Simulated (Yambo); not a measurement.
Here is a Yambo 5.3.0 calculation.

optics1.in

```
optics
chi
Chimod= "HARTREE"
% BndsRnXd
 1 | 38 |
%
NGsBlkXd= 2 Ry
% LongDrXd
 1 | 1 | 0 |
%
% QpntsRXd
 1 | 1 |
%
% EnRngeXd
 0 | 20 | eV
%
% DmRngeXd
 0.3 | 0.3 | eV
%
ETStpsXd= 150
```

scf.in

```
&CONTROL
  calculation = 'scf'
  prefix = 'pwscf'
  outdir = './tmp'
  pseudo_dir = './pseudo'
/
&SYSTEM
  ibrav = 0
  nat = 2
  ntyp = 2
  ecutwfc = 84
  nbnd = 14
  occupations = 'smearing'
  smearing = 'fd'
  degauss = 0.00367493
  force_symmorphic = .true.
/
&ELECTRONS
  conv_thr = 4d-10
  electron_maxstep = 120
  mixing_beta = 0.5
/
ATOMIC_SPECIES
Mg    24.3050 Mg.upf
O     15.9990 O.upf
CELL_PARAMETERS angstrom
   0.0000000000    2.0970013927    2.0970013927
   2.0970013927    0.0000000000    2.0970013927
   2.0970013927    2.0970013927    0.0000000000
ATOMIC_POSITIONS crystal
Mg     0.0000000000    0.0000000000    0.0000000000
O      0.5000000000    0.5000000000    0.5000000000
K_POINTS automatic
20 20 20 0 0 0
```

The input nscf.in:

```
&CONTROL
  calculation = 'nscf'
  prefix = 'pwscf'
  outdir = './tmp'
  pseudo_dir = './pseudo'
/
&SYSTEM
  ibrav = 0
  nat = 2
  ntyp = 2
  ecutwfc = 84
  nbnd = 38
  occupations = 'fixed'
  force_symmorphic = .true.
/
&ELECTRONS
  conv_thr = 1d-08
  diago_full_acc = .true.
  diago_thr_init = 1d-06
/
ATOMIC_SPECIES
Mg    24.3050 Mg.upf
O     15.9990 O.upf
CELL_PARAMETERS angstrom
   0.0000000000    2.0970013927    2.0970013927
   2.0970013927    0.0000000000    2.0970013927
   2.0970013927    2.0970013927    0.0000000000
ATOMIC_POSITIONS crystal
Mg     0.0000000000    0.0000000000    0.0000000000
O      0.5000000000    0.5000000000    0.5000000000
K_POINTS automatic
20 20 20 0 0 0
```

Potentials or basis: PseudoDojo 0.4.1 SR PBE standard.

Launch:

```console
$ OMP_NUM_THREADS=1 pw.x -in scf.in > scf.out
$ OMP_NUM_THREADS=1 pw.x -in nscf.in > nscf.out
$ cd tmp/pwscf.save; p2y; mv SAVE ../..; cd ../..
$ OMP_NUM_THREADS=1 yambo
$ OMP_NUM_THREADS=1 yambo -F optics1.in -J optics1 -C optics1_out
```

Task: Predict the absorption peak.

Result: 11.28 eV.

Task: What does it give for the electronic dielectric constant along the field?

Result: 3.06.

Task: What does it give for the electronic dielectric constant along the field, independent particles?

Result: 3.21.

Task: Estimate the band gap on the k mesh, mean-field level.

Result: 4.89 eV, direct.

Dielectric function (along the field direction of the input):
| energy (eV) | real part | imaginary part |
| --- | --- | --- |
| 0.27 | 3.06 | 0.05 |
| 0.94 | 3.07 | 0.06 |
| 1.61 | 3.11 | 0.06 |
| 2.28 | 3.16 | 0.07 |
| 2.95 | 3.25 | 0.08 |
| 3.62 | 3.38 | 0.10 |
| 4.30 | 3.58 | 0.15 |
| 4.97 | 3.89 | 0.39 |
| 5.64 | 3.92 | 0.77 |
| 6.31 | 3.89 | 1.02 |
| 6.98 | 3.92 | 1.28 |
| 7.65 | 4.02 | 1.59 |
| 8.32 | 4.15 | 2.22 |
| 8.99 | 3.44 | 3.02 |
| 9.66 | 2.78 | 2.84 |
| 10.47 | 2.81 | 2.83 |
| 11.14 | 2.17 | 3.73 |
| 11.81 | 0.95 | 3.14 |
| 12.48 | 0.89 | 2.44 |
| 13.15 | 0.90 | 2.15 |
| 13.83 | 1.14 | 1.80 |
| 14.50 | 1.33 | 1.96 |
| 15.17 | 1.33 | 2.29 |
| 15.84 | 0.80 | 2.40 |
| 16.51 | 0.66 | 2.21 |
| 17.18 | 0.44 | 2.12 |
| 17.85 | 0.37 | 2.08 |
| 18.52 | -0.27 | 2.12 |
| 19.19 | -0.42 | 1.37 |
| 20.00 | -0.14 | 0.91 |

Caveat: these spectra lack excitons.

**The experiment to reproduce.**

“Electronic structure of alkaline earth and post-transition metal oxides”, 2009, arxiv:0908.1581 quotes, for a bulk crystal of MgO: band gap 7.83 eV.

Against the measured gap of MgO, 7.83 eV (quoted in “Electronic structure of alkaline earth and post-transition metal oxides”, 2009, arxiv:0908.1581), the calculated 4.89 eV is off by -2.94 eV. The value is that of PBE on a finite k mesh, which can miss the band edges, without temperature or zero-point motion. Semilocal functionals fall short of measured gaps as a rule. The cell is a database's relaxed one, not the measured one, which moves gaps too.
